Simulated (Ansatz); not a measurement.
LuP, space group Fm-3m, a convergence test of the k-point mesh

With Ansatz 0.2.0 through its Python package.

At the Python prompt:
```pycon
>>> import ansatz as az
>>> import pandas as pd
>>> crystal = (
...     az.Lattice.of((0.0, 2.76186, 2.76186), (2.76186, 0.0, 2.76186), (2.76186, 2.76186, 0.0))
...     .atom("Lu", (0.0, 0.0, 0.0))
...     .atom("P", (0.5, 0.5, 0.5))
... )
>>> [site.symbol for site in crystal.resolved().sites]
['Lu', 'P']
>>> base = (
...     crystal.calculation()
...     .functional("pbesol")
...     .occupations("fermi_dirac", width=0.1)
...     .accuracy("low")
...     .eigensolver("davidson", mixed_precision=False)
...     .pseudopotentials("nc")
...     .scf(algorithm="direct_min")
...     .stress()
... )
>>> rows = []
>>> for value in [1.0, 0.6, 0.4, 0.3]:
...     r = base.kpoints(spacing=value).run(threads=1).report
...     rows.append((value, r["free_energy_ev"] / len(r["lattice"]["sites"]), r["n_iterations"], sum(r["stress_gpa"][i][i] for i in range(3)) / 3, r["n_kpoints"]))
...
DeckWarning: basis.ecutwfc = 1360.569312 eV, auto-derived from the records' recommended cutoffs: set by Lu (normal level)
>>> table = pd.DataFrame(rows, columns=["spacing (1/A)", "F/atom (eV)", "iterations", "P (GPa)", "k-points"])
>>> table.round(5)
   spacing (1/A)  F/atom (eV)  iterations  P (GPa)  k-points
0            1.0  -3448.46966           6 -5.54130         3
1            0.6  -3448.99376           6 -3.59954         8
2            0.4  -3449.00976           6 -3.88985        10
3            0.3  -3449.01683           6 -3.81705        20
>>> # differences from the last row
>>> for row in rows[:-1]:
...     shift = 1000 * (row[1] - rows[-1][1])
...     print(f"{row[0]}: {shift:+.2f} meV/atom" + ("  (within 1 meV)" if abs(shift) < 1 else ""))
...
1.0: +547.17 meV/atom
0.6: +23.07 meV/atom
0.4: +7.07 meV/atom
```

Notes:
- Pressure is positive in compression.
- The structure comes from a database of computed cells and needn't be a stable or known phase.
- Warnings are shown shortened and without file and line.
- Shifts are counted from the finest mesh, which is itself no proven limit.
- It ran for 38 s on 1 thread of Intel(R) Xeon(R) Platinum 8259CL CPU @ 2.50GHz (Skylake/Cascade Lake), with other jobs on the host, peak memory 0.59 GiB.

(Lines on the test bed's own set-up are left out of the output.)
